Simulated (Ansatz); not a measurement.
This script for Ansatz 0.2.0 through its Python package starts 3 runs on CsBa₃, space group Fm-3m. What input does the engine get in each?

The script, `drho.py`:
```python
"""Density of CsBa3 less that of its sublattices."""

import warnings

import ansatz as az
import numpy as np

vectors0 = np.array([
    [0.0, 5.221284, 5.221284],
    [5.221284, 0.0, 5.221284],
    [5.221284, 5.221284, 0.0],
])
sites = [
    ("Cs", [0.0, 0.0, 0.0]),
    ("Ba", [0.25, 0.25, 0.25]),
    ("Ba", [0.75, 0.75, 0.75]),
    ("Ba", [0.5, 0.5, 0.5]),
]


def crystal_on(cell):
    crystal = az.Crystal(lattice=az.Lattice.of(cell))
    for symbol, position in sites:
        crystal = crystal.atom(symbol, position)
    return crystal


def main() -> None:
    warnings.simplefilter("ignore", az.DeckWarning)

    # one cutoff and one grid for all runs, so that the fields can be subtracted
    def solve(crystal):
        return (
            crystal.calculation()
            .functional("lda")
            .occupations("Fermi-Dirac", width=0.1)
            .basis(460, grid_basis="typed")
            .kpoints(4, 4, 4)
            .density()
            .run(threads=1)
        )


    whole = solve(crystal_on(vectors0))
    difference = whole.density().channels[0].density_e_per_ang3.copy()
    binding = whole.report["free_energy_ev"]
    for element in ["Cs", "Ba"]:
        part = az.Crystal(lattice=az.Lattice.of(vectors0))
        for symbol, position in sites:
            if symbol == element:
                part = part.atom(symbol, position)
        alone = solve(part)
        difference -= alone.density().channels[0].density_e_per_ang3
        binding -= alone.report["free_energy_ev"]
        print(f"{element} sublattice: {alone.report['n_electrons']:g} electrons, {alone.report['n_iterations']} iterations")

    voxel = abs(np.linalg.det(vectors0)) / difference.size
    print(f"energy of the crystal less its unpolarised sublattices: {binding / len(sites):.4f} eV/atom")
    print(f"net charge of the difference {difference.sum() * voxel:.5f} e, charge moved {0.5 * np.abs(difference).sum() * voxel:.3f} e")
    print(f"extremes {difference.min():.4f} and {difference.max():.4f} e/A^3")
    for (symbol, position) in sites:
        index = tuple(int(round(p * n)) % n for p, n in zip(position, difference.shape))
        print(f"  change of the pseudo-density at the grid point nearest {symbol}: {difference[index]:+.4f} e/A^3")
    profile = difference.mean(axis=(0, 1))
    print("planar mean along the third vector:", np.round(profile[:: max(len(profile) // 12, 1)], 4))


if __name__ == "__main__":
    main()
```

Run 1:
```yaml
crystal:
  lattice:
    - [0.0, 5.221284, 5.221284]
    - [5.221284, 0.0, 5.221284]
    - [5.221284, 5.221284, 0.0]
  atoms:
    - { symbol: Cs, position: [0.0, 0.0, 0.0] }
    - { symbol: Ba, position: [0.25, 0.25, 0.25] }
    - { symbol: Ba, position: [0.75, 0.75, 0.75] }
    - { symbol: Ba, position: [0.5, 0.5, 0.5] }
basis:
  ecutwfc: 460.0
  fft_grid_basis: typed
kpoints:
  mp_grid:
    grid: [4, 4, 4]
hamiltonian:
  xc: lda
scf:
  occupations:
    method: fermi_dirac
    width: 0.1
output:
  write_density: true
```

Run 2, against run 1:
```diff
-    - { symbol: Ba, position: [0.25, 0.25, 0.25] }
-    - { symbol: Ba, position: [0.75, 0.75, 0.75] }
-    - { symbol: Ba, position: [0.5, 0.5, 0.5] }
```

Run 3, against run 1:
```diff
-    - { symbol: Cs, position: [0.0, 0.0, 0.0] }
```

`python drho.py` gives:
```text
Cs sublattice: 9 electrons, 7 iterations
Ba sublattice: 30 electrons, 7 iterations
energy of the crystal less its unpolarised sublattices: -0.4114 eV/atom
net charge of the difference 0.00000 e, charge moved 0.246 e
extremes -0.0076 and 0.0040 e/A^3
  change of the pseudo-density at the grid point nearest Cs: +0.0014 e/A^3
  change of the pseudo-density at the grid point nearest Ba: -0.0019 e/A^3
  change of the pseudo-density at the grid point nearest Ba: -0.0019 e/A^3
  change of the pseudo-density at the grid point nearest Ba: -0.0019 e/A^3
planar mean along the third vector: [ 0.0001  0.0002  0.0003  0.0002  0.     -0.0001 -0.0006 -0.0007 -0.0003
 -0.      0.0001  0.0003  0.0003  0.0001]
```

Caveats:
- For a metal this k-point mesh is coarse: on a finer one energies can move by several to tens of meV an atom and pressures by half a GPa or more, differences at one mesh by less.
- Grid values close to the nuclei reflect the PAW or pseudopotential construction, not the all-electron fields.
- The structure comes from a database of computed cells and needn't be a stable or known phase.
- Charge moved counts every rearrangement, bonding and polarisation too, and is no transfer between atoms; the bare sublattices are artificial references. Values near the nuclei depend on the potentials.
- The whole script took 3.6 s on 1 thread of AMD EPYC 9R45 96-Core Processor (Zen 5) (shared host), peak memory 0.57 GiB.

(Lines on the test bed's own set-up are left out of the output.)
